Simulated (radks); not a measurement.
**Ionisation of Pt³⁸⁺: one atom, several choices of functional**

An exercise on one series of results from a longer session: the logs are not shown, and one member is left open.

The numbers are computed with radks (a radial shooting solver on a logarithmic mesh, Libxc functionals) version 1 (Dirac Kohn-Sham, spin-unpolarised, spherical densities, point nucleus; open shells fill j = l - 1/2 first), except any that are marked as measured or tabulated.

**The system**

| Quantity | Value |
| --- | --- |
| element | platinum (Z = 78) |
| charge | +38 |
| electrons | 40 |
| configuration | [Kr] 4d4 |
| ion | Pt³⁹⁺, [Kr] 4d3 |
| choices | AM05; B86b exchange with PBE correlation; PBE; HCTH/407; PBEsol; LDA (Slater exchange, Perdew-Zunger correlation) |

The first run:

Input:

```text
Z 78
configuration [Kr] 4d4
relativity Dirac
functional am05,am05
spin unpolarised
j_filling energy
nucleus point
c 137.035999084
```

Command:

```console
> python run_ks.py task.json out
```

This one command runs every case of the session in turn.

Steps of the session up to this table: AM05: Pt³⁸⁺.

One of the session's tables, all rows but one given; the rest of the session is left out.

It belongs to the step «AM05: Pt³⁸⁺». Radial moments (bohr):

```
level     <r>  outermost maximum (interpolated)  90 % within  nodes
3p3/2  0.1901                             0.175        0.284      1
3d3/2  0.1654                             0.137        0.256      0
3d5/2  0.1699                             0.140        0.262      0
4s1/2  0.3800                             0.372        0.539      3
4p1/2  0.3770                             0.368        0.540      2
4p3/2       ?                                 ?            ?      ?
4d3/2  0.3894                             0.376        0.568      1
4d5/2  0.3958                             0.382        0.576      1
```

Q: Estimate the row for 4p3/2 from the others.

**Answer.** <r>: 0.3999; outermost maximum (interpolated): 0.392; 90 % within: 0.571; nodes: 2. In the column «<r>» it is the highest.

Limits of these values: Spin polarisation and multiplet splitting are left out, so open shells lie too high by an amount that depends on their filling.
